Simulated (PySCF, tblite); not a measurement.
# C4H3F2S radical: geometry, infrared bands and EPR parameters

What infrared bands and EPR parameters should C4H3F2S radical (`F[C]1SC=C[C@H]1F`) show?

Programs: tblite 0.8.0 and PySCF 2.14.0, with density-fitted response routines of our own. Each step states its level of theory. These are calculated values for one molecule in the gas phase, unless marked as measured. Atoms are numbered from 0 throughout.

### Step 1. The starting structure

10 atoms, charge 0, multiplicity 2; geometry from: force field or distance geometry start.

Bonds of the start (Å): F0–C1 1.35, C1–S2 1.85, S2–C3 1.81, C3–C4 1.33, C4–C5 1.45, C5–F6 1.38, C5–C1 1.49, C3–H7 1.08, C4–H8 1.12, C5–H9 1.13.

### Step 2. Relaxing the molecule with GFN2-xTB

What the job is given:

```
{"job": {"kind": "relax", "xc": "GFN2-xTB", "basis": "xTB"}, "charge": 0, "multiplicity": 2}
F     -1.522700     1.493200    -1.005800
C     -0.994300     1.142100     0.182000
S      0.757900     1.711600     0.361100
C      1.466100     0.140900    -0.180900
C      0.516100    -0.784400    -0.102000
C     -0.784000    -0.328000     0.336800
F     -1.134100    -0.791100     1.593400
H      2.503500     0.066700    -0.462400
H      0.739400    -1.839300    -0.391400
H     -1.539100    -0.806900    -0.353400
```

Command:

```
OMP_NUM_THREADS=1 python probes_run.py task.json out
```

This one command runs all jobs of the session in turn.

**Question.** This job is followed by: GFN2-xTB harmonic vibrations, gas phase; UKS B3LYP, pcH-1 on C F H S, non-relativistic, mean-field spin-orbit, GIAO. What will the session give for the following? strongest single infrared mode (GFN2-xTB); zero-point energy (GFN2-xTB); g(iso) (B3LYP); ⟨S²⟩; largest a(iso); surface potential, 1st and 99th percentile.

As calculated:

| quantity | value |
| --- | --- |
| strongest single infrared mode (GFN2-xTB) | 1282 cm⁻¹, 150 km/mol |
| zero-point energy (GFN2-xTB) | 36.5 kcal/mol |
| g(iso) (B3LYP) | 2.00363 |
| ⟨S²⟩ | 0.755 (exact 0.75) |
| largest a(iso) | 19F on F6, 383.3 MHz |
| surface potential, 1st and 99th percentile | -1.15 V and 1.51 V |

In words: Relaxing lowered the energy by 1.007 eV in 58 steps; the close pair that moved most is C1–S2, from 1.851 to 1.717 Å. No mode is imaginary among the 24: a minimum at this level. The strongest single mode, at 1282 cm⁻¹, moves mainly C1. Unscaled tight-binding wavenumbers are off by several per cent, some by more. Its intensities can rank the bands wrongly. Most of the unpaired spin sits on C1 (0.73 e). The isotropic g lies 1.3 ppt above the free-electron value.
